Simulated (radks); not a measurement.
# Spin polarisation of the 3d shell in Ni²⁺

The task here is to estimate one member of a computed series from the others.

Method: scalar-relativistic Kohn-Sham, BLYP, spin-polarised, spherical densities, finite nucleus. Code: radks (a radial shooting solver on a logarithmic mesh, Libxc functionals) version 1.

**Starting point**

```
element            : nickel (Z = 28)
charge             : +2
electrons          : 26
configuration      : [Ar] 3d(up 4, down 4)
nuclear rms radius : 3.7757 fm
```

A shell typed twice in an input gives spin up, then spin down.

The first run:

Settings of this run:

```text
Z 28
configuration [Ar] 3d4 3d4
relativity scalar-relativistic
functional b88,lyp
spin polarised
nucleus finite rms 3.7757 fm
c 137.035999084
```

Steps of the session up to this table: No moment.

One of the session's tables, all rows but one given; the rest of the session is left out.

It belongs to the step «No moment». Radial moments (bohr):

| level | <r> | outermost maximum (interpolated) | 90 % within | nodes |
| --- | --- | --- | --- | --- |
| 1s | 0.05409 | 0.0354 | 0.0966 | 0 |
| 2s | 0.2450 | 0.205 | 0.379 | 1 |
| 2p | 0.2153 | 0.165 | 0.352 | 0 |
| 3s | ? | ? | ? | ? |
| 3p | 0.7788 | 0.647 | 1.20 | 1 |
| 3d | 0.9718 | 0.629 | 1.69 | 0 |

Q: Estimate the row for 3s from the others.

**Answer.** <r>: 0.7406; outermost maximum (interpolated): 0.639; 90 % within: 1.11; nodes: 2. In the column «<r>» it lies between 2s (0.2450) and 3p (0.7788).
